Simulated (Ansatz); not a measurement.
Born–Oppenheimer molecular dynamics of a periodic cell of 16 atoms, Mg₂NCl (host Mg2NCl, host structure R-3m). It goes on from the last frame of an earlier run, with new velocities.

Computed with DFT PBE-D3(BJ), scalar-relativistic, plane waves, PAW (Ansatz). Settings: cutoff 420 eV, k mesh 2x2x2, fermi-dirac smearing 0.05 eV, no spin polarisation.

```
ensemble        : NVT, Langevin thermostat
time step       : 1 fs
steps asked     : 140
set temperature : 1170 K
friction        : 0.01 /fs
seed            : 101225
```

Frames 1 fs apart, positions in Å, forces in eV/Å.

Velocities at 100.0 fs (Å/ps):

```
Mg -6.12 -5.71 10.08
Mg 1.45 -0.96 1.53
N -2.44 -0.64 1.95
Cl -1.73 -6.14 0.87
Mg 3.00 0.70 -2.15
Mg 3.62 -5.68 1.23
N 1.42 -2.30 2.34
Cl -4.53 -2.34 7.25
Mg -3.86 9.49 -0.21
Mg -0.92 -1.25 6.46
N -0.04 0.08 5.44
Cl -0.88 2.41 7.96
Mg -3.51 1.02 -1.82
Mg -1.21 6.42 12.47
N -21.02 -14.46 -11.75
Cl 3.30 -4.12 -10.60
```

```xyz
16
Lattice="-3.3213 -1.9176 6.0030 3.3213 -1.9176 6.0030 0.0000 3.8351 6.0030" Properties=species:S:1:pos:R:3:forces:R:3 time_fs=100.0 energy_less_start_eV=0.926 T=955
Mg -0.169 -0.113 4.219 -0.33 -0.46 -0.13
Mg -0.106 0.167 13.960 0.62 -0.15 0.43
N -0.260 -0.100 8.879 2.21 0.05 -0.22
Cl -0.113 0.028 0.106 -0.06 -1.00 0.03
Mg -0.082 -1.750 10.164 0.17 -1.27 -0.95
Mg 0.050 2.031 8.000 -1.76 -1.10 -0.08
N -0.158 1.737 3.188 0.63 0.80 -0.03
Cl 0.103 -2.065 6.112 -0.29 0.20 -0.67
Mg -1.660 0.756 9.829 -1.51 2.08 1.17
Mg 1.597 -0.844 8.175 -1.15 -1.52 -1.00
N 1.568 -1.025 2.986 0.25 -0.19 1.04
Cl -1.898 0.607 6.114 0.85 1.01 -0.03
Mg 1.766 0.960 10.072 -0.77 0.78 0.68
Mg -1.999 -1.137 8.118 1.05 0.50 -0.94
N -1.823 -1.010 3.067 0.78 0.10 0.21
Cl 1.636 0.930 5.890 -0.67 0.18 0.49
16
Lattice="-3.3213 -1.9176 6.0030 3.3213 -1.9176 6.0030 0.0000 3.8351 6.0030" Properties=species:S:1:pos:R:3:forces:R:3 time_fs=101.0 energy_less_start_eV=0.935 T=970
Mg -0.174 -0.119 4.229 -0.31 -0.44 -0.19
Mg -0.105 0.166 13.961 0.48 -0.19 0.37
N -0.261 -0.101 8.880 2.21 0.11 -0.17
Cl -0.114 0.022 0.107 -0.04 -0.98 0.04
Mg -0.079 -1.750 10.162 0.12 -1.30 -0.91
Mg 0.054 2.026 8.001 -1.76 -1.06 -0.10
N -0.156 1.735 3.189 0.52 0.78 0.03
Cl 0.099 -2.067 6.119 -0.28 0.23 -0.71
Mg -1.664 0.766 9.828 -1.46 1.99 1.17
Mg 1.598 -0.845 8.181 -1.16 -1.54 -1.06
N 1.568 -1.026 2.991 0.19 -0.19 1.01
Cl -1.899 0.610 6.121 0.84 0.97 -0.07
Mg 1.762 0.962 10.071 -0.72 0.77 0.70
Mg -1.999 -1.130 8.131 1.04 0.39 -1.01
N -1.844 -1.025 3.056 1.03 0.28 0.38
Cl 1.640 0.926 5.880 -0.70 0.19 0.53
16
Lattice="-3.3213 -1.9176 6.0030 3.3213 -1.9176 6.0030 0.0000 3.8351 6.0030" Properties=species:S:1:pos:R:3:forces:R:3 time_fs=102.0 energy_less_start_eV=0.948 T=939
Mg -0.179 -0.126 4.240 -0.29 -0.40 -0.24
Mg -0.104 0.167 13.961 0.33 -0.25 0.31
N -0.262 -0.100 8.880 2.18 0.18 -0.11
Cl -0.115 0.015 0.109 -0.03 -0.95 0.06
Mg -0.077 -1.749 10.159 0.09 -1.32 -0.88
Mg 0.057 2.020 8.002 -1.76 -1.02 -0.13
N -0.154 1.734 3.190 0.41 0.77 0.10
Cl 0.094 -2.070 6.127 -0.28 0.27 -0.76
Mg -1.670 0.776 9.828 -1.38 1.88 1.16
Mg 1.600 -0.847 8.187 -1.16 -1.56 -1.12
N 1.567 -1.026 2.997 0.14 -0.19 0.97
Cl -1.899 0.614 6.128 0.84 0.92 -0.11
Mg 1.757 0.964 10.071 -0.67 0.74 0.71
Mg -1.999 -1.123 8.143 1.03 0.28 -1.07
N -1.864 -1.039 3.045 1.27 0.46 0.55
Cl 1.645 0.923 5.869 -0.73 0.19 0.57
16
Lattice="-3.3213 -1.9176 6.0030 3.3213 -1.9176 6.0030 0.0000 3.8351 6.0030" Properties=species:S:1:pos:R:3:forces:R:3 time_fs=103.0 energy_less_start_eV=0.958 T=938
Mg -0.183 -0.133 4.250 -0.26 -0.36 -0.29
Mg -0.103 0.168 13.961 0.17 -0.31 0.24
N -0.261 -0.100 8.881 2.13 0.26 -0.04
Cl -0.117 0.008 0.112 -0.01 -0.92 0.06
Mg -0.076 -1.749 10.156 0.06 -1.34 -0.85
Mg 0.060 2.012 8.003 -1.74 -0.96 -0.14
N -0.153 1.733 3.191 0.29 0.76 0.17
Cl 0.088 -2.073 6.133 -0.28 0.31 -0.80
Mg -1.677 0.787 9.829 -1.29 1.75 1.13
Mg 1.602 -0.850 8.192 -1.16 -1.57 -1.16
N 1.567 -1.024 3.004 0.08 -0.20 0.92
Cl -1.899 0.618 6.136 0.84 0.87 -0.15
Mg 1.751 0.966 10.070 -0.61 0.71 0.71
Mg -1.999 -1.117 8.154 1.02 0.18 -1.12
N -1.882 -1.053 3.035 1.50 0.64 0.71
Cl 1.650 0.920 5.859 -0.76 0.19 0.61
16
Lattice="-3.3213 -1.9176 6.0030 3.3213 -1.9176 6.0030 0.0000 3.8351 6.0030" Properties=species:S:1:pos:R:3:forces:R:3 time_fs=104.0 energy_less_start_eV=0.965 T=875
Mg -0.188 -0.139 4.259 -0.23 -0.31 -0.34
Mg -0.102 0.169 13.960 0.00 -0.38 0.18
N -0.259 -0.098 8.883 2.08 0.33 0.02
Cl -0.119 0.001 0.115 0.00 -0.90 0.07
Mg -0.076 -1.750 10.154 0.04 -1.35 -0.83
Mg 0.062 2.002 8.005 -1.70 -0.89 -0.15
N -0.151 1.732 3.192 0.17 0.76 0.24
Cl 0.082 -2.075 6.139 -0.27 0.35 -0.84
Mg -1.684 0.799 9.830 -1.19 1.60 1.10
Mg 1.604 -0.853 8.194 -1.17 -1.57 -1.18
N 1.567 -1.021 3.011 0.01 -0.25 0.86
Cl -1.899 0.621 6.143 0.83 0.82 -0.19
Mg 1.744 0.968 10.070 -0.55 0.66 0.70
Mg -1.998 -1.111 8.165 1.02 0.10 -1.17
N -1.897 -1.068 3.026 1.72 0.83 0.86
Cl 1.654 0.918 5.850 -0.78 0.19 0.66
16
Lattice="-3.3213 -1.9176 6.0030 3.3213 -1.9176 6.0030 0.0000 3.8351 6.0030" Properties=species:S:1:pos:R:3:forces:R:3 time_fs=105.0 energy_less_start_eV=0.972 T=877
Mg -0.191 -0.145 4.267 -0.19 -0.27 -0.38
Mg -0.101 0.169 13.958 -0.19 -0.45 0.10
N -0.256 -0.096 8.885 2.02 0.38 0.09
Cl -0.121 -0.006 0.119 0.01 -0.87 0.07
Mg -0.077 -1.752 10.152 0.04 -1.35 -0.82
Mg 0.063 1.991 8.007 -1.63 -0.81 -0.13
N -0.148 1.731 3.192 0.05 0.76 0.30
Cl 0.077 -2.077 6.145 -0.27 0.39 -0.87
Mg -1.693 0.811 9.831 -1.08 1.43 1.07
Mg 1.608 -0.856 8.195 -1.17 -1.56 -1.18
N 1.569 -1.016 3.019 -0.07 -0.33 0.80
Cl -1.899 0.625 6.149 0.82 0.78 -0.23
Mg 1.738 0.971 10.069 -0.50 0.61 0.69
Mg -1.998 -1.107 8.176 1.03 0.05 -1.22
N -1.911 -1.083 3.015 1.94 1.04 1.01
Cl 1.657 0.915 5.843 -0.80 0.20 0.69
16
Lattice="-3.3213 -1.9176 6.0030 3.3213 -1.9176 6.0030 0.0000 3.8351 6.0030" Properties=species:S:1:pos:R:3:forces:R:3 time_fs=106.0 energy_less_start_eV=0.976 T=767
Mg -0.195 -0.149 4.276 -0.16 -0.23 -0.42
Mg -0.099 0.167 13.956 -0.36 -0.51 0.03
N -0.251 -0.094 8.887 1.92 0.44 0.16
Cl -0.123 -0.013 0.123 0.02 -0.84 0.07
Mg -0.079 -1.755 10.149 0.04 -1.34 -0.80
Mg 0.063 1.980 8.007 -1.56 -0.72 -0.11
N -0.146 1.732 3.191 -0.07 0.75 0.35
Cl 0.072 -2.078 6.150 -0.26 0.41 -0.90
Mg -1.702 0.823 9.832 -0.95 1.25 1.05
Mg 1.610 -0.860 8.196 -1.15 -1.55 -1.18
N 1.572 -1.012 3.026 -0.16 -0.40 0.74
Cl -1.898 0.627 6.156 0.80 0.73 -0.27
Mg 1.732 0.975 10.068 -0.45 0.56 0.67
Mg -1.997 -1.103 8.187 1.03 0.00 -1.28
N -1.921 -1.098 3.006 2.12 1.25 1.15
Cl 1.659 0.913 5.836 -0.81 0.20 0.72
16
Lattice="-3.3213 -1.9176 6.0030 3.3213 -1.9176 6.0030 0.0000 3.8351 6.0030" Properties=species:S:1:pos:R:3:forces:R:3 time_fs=107.0 energy_less_start_eV=0.973 T=752
Mg -0.199 -0.153 4.284 -0.12 -0.20 -0.46
Mg -0.097 0.165 13.954 -0.51 -0.57 -0.03
N -0.244 -0.092 8.889 1.81 0.50 0.24
Cl -0.127 -0.019 0.126 0.03 -0.81 0.07
Mg -0.081 -1.758 10.144 0.04 -1.34 -0.77
Mg 0.063 1.968 8.009 -1.49 -0.63 -0.09
N -0.145 1.733 3.191 -0.16 0.74 0.40
Cl 0.066 -2.079 6.155 -0.26 0.44 -0.93
Mg -1.712 0.835 9.834 -0.81 1.05 1.03
Mg 1.612 -0.865 8.197 -1.12 -1.52 -1.17
N 1.577 -1.007 3.031 -0.26 -0.46 0.69
Cl -1.897 0.629 6.161 0.79 0.69 -0.30
Mg 1.726 0.979 10.069 -0.41 0.49 0.65
Mg -1.994 -1.099 8.197 1.02 -0.05 -1.32
N -1.929 -1.113 2.999 2.27 1.45 1.25
Cl 1.661 0.912 5.832 -0.82 0.20 0.74
16
Lattice="-3.3213 -1.9176 6.0030 3.3213 -1.9176 6.0030 0.0000 3.8351 6.0030" Properties=species:S:1:pos:R:3:forces:R:3 time_fs=108.0 energy_less_start_eV=0.967 T=768
Mg -0.203 -0.157 4.291 -0.08 -0.16 -0.50
Mg -0.094 0.163 13.950 -0.65 -0.62 -0.06
N -0.236 -0.089 8.892 1.69 0.54 0.31
Cl -0.130 -0.025 0.128 0.05 -0.79 0.07
Mg -0.083 -1.760 10.141 0.04 -1.34 -0.74
Mg 0.062 1.956 8.012 -1.41 -0.53 -0.07
N -0.144 1.735 3.191 -0.25 0.72 0.44
Cl 0.060 -2.081 6.160 -0.25 0.47 -0.95
Mg -1.722 0.847 9.836 -0.69 0.85 1.03
Mg 1.614 -0.870 8.197 -1.09 -1.49 -1.15
N 1.581 -1.004 3.038 -0.34 -0.49 0.62
Cl -1.897 0.631 6.167 0.78 0.65 -0.33
Mg 1.720 0.984 10.069 -0.36 0.42 0.62
Mg -1.992 -1.094 8.206 1.02 -0.10 -1.35
N -1.934 -1.127 2.993 2.37 1.65 1.32
Cl 1.665 0.911 5.828 -0.83 0.20 0.76
16
Lattice="-3.3213 -1.9176 6.0030 3.3213 -1.9176 6.0030 0.0000 3.8351 6.0030" Properties=species:S:1:pos:R:3:forces:R:3 time_fs=109.0 energy_less_start_eV=0.962 T=766
Mg -0.209 -0.162 4.298 -0.03 -0.12 -0.53
Mg -0.092 0.160 13.947 -0.78 -0.66 -0.08
N -0.228 -0.086 8.895 1.59 0.56 0.37
Cl -0.132 -0.031 0.131 0.06 -0.76 0.07
Mg -0.084 -1.762 10.139 0.03 -1.33 -0.72
Mg 0.061 1.944 8.014 -1.33 -0.44 -0.06
N -0.141 1.736 3.190 -0.37 0.72 0.48
Cl 0.055 -2.083 6.165 -0.25 0.51 -0.97
Mg -1.730 0.859 9.839 -0.58 0.63 1.04
Mg 1.615 -0.876 8.198 -1.04 -1.45 -1.14
N 1.584 -1.002 3.045 -0.39 -0.51 0.56
Cl -1.895 0.634 6.174 0.77 0.61 -0.36
Mg 1.713 0.989 10.070 -0.31 0.35 0.59
Mg -1.989 -1.089 8.216 1.03 -0.18 -1.38
N -1.935 -1.141 2.988 2.44 1.86 1.36
Cl 1.668 0.910 5.825 -0.85 0.20 0.78
16
Lattice="-3.3213 -1.9176 6.0030 3.3213 -1.9176 6.0030 0.0000 3.8351 6.0030" Properties=species:S:1:pos:R:3:forces:R:3 time_fs=110.0 energy_less_start_eV=0.956 T=797
Mg -0.215 -0.169 4.305 0.03 -0.07 -0.58
Mg -0.089 0.156 13.945 -0.88 -0.69 -0.09
N -0.220 -0.083 8.899 1.49 0.57 0.43
Cl -0.135 -0.038 0.132 0.08 -0.73 0.07
Mg -0.085 -1.765 10.137 0.02 -1.32 -0.70
Mg 0.061 1.931 8.015 -1.27 -0.35 -0.05
N -0.137 1.737 3.188 -0.52 0.73 0.53
Cl 0.052 -2.084 6.169 -0.25 0.53 -0.98
Mg -1.739 0.871 9.843 -0.47 0.40 1.06
Mg 1.616 -0.882 8.198 -0.97 -1.40 -1.11
N 1.586 -0.999 3.051 -0.42 -0.53 0.50
Cl -1.893 0.638 6.182 0.76 0.56 -0.39
Mg 1.707 0.992 10.071 -0.25 0.28 0.55
Mg -1.986 -1.083 8.225 1.04 -0.25 -1.41
N -1.934 -1.155 2.985 2.46 2.07 1.38
Cl 1.671 0.909 5.822 -0.85 0.19 0.79
16
Lattice="-3.3213 -1.9176 6.0030 3.3213 -1.9176 6.0030 0.0000 3.8351 6.0030" Properties=species:S:1:pos:R:3:forces:R:3 time_fs=111.0 energy_less_start_eV=0.945 T=753
Mg -0.221 -0.176 4.313 0.09 -0.01 -0.65
Mg -0.085 0.152 13.942 -0.95 -0.71 -0.06
N -0.211 -0.080 8.901 1.38 0.57 0.50
Cl -0.138 -0.045 0.134 0.09 -0.69 0.06
Mg -0.084 -1.769 10.136 0.00 -1.30 -0.68
Mg 0.060 1.919 8.016 -1.21 -0.25 -0.04
N -0.133 1.738 3.186 -0.67 0.74 0.58
Cl 0.049 -2.086 6.173 -0.25 0.56 -0.98
Mg -1.746 0.883 9.848 -0.37 0.15 1.07
Mg 1.616 -0.887 8.197 -0.88 -1.35 -1.06
N 1.587 -0.997 3.058 -0.44 -0.55 0.43
Cl -1.891 0.641 6.189 0.75 0.52 -0.42
Mg 1.700 0.997 10.072 -0.19 0.20 0.51
Mg -1.983 -1.079 8.234 1.05 -0.32 -1.41
N -1.931 -1.167 2.984 2.44 2.27 1.35
Cl 1.675 0.909 5.819 -0.86 0.19 0.81
```

Of the whole run (140 fs, mean temperature of the second half 990 K): The mean temperature of the second half is 15 % below the set value. A run of 0.14 ps of so small a system gives no equilibrium averages. Limits of this set-up: coarse k mesh.

The run took 16 min on 1 thread of AMD EPYC 7R43 64-Core Processor (Zen 3), on a shared host, peak memory 0.64 GiB.
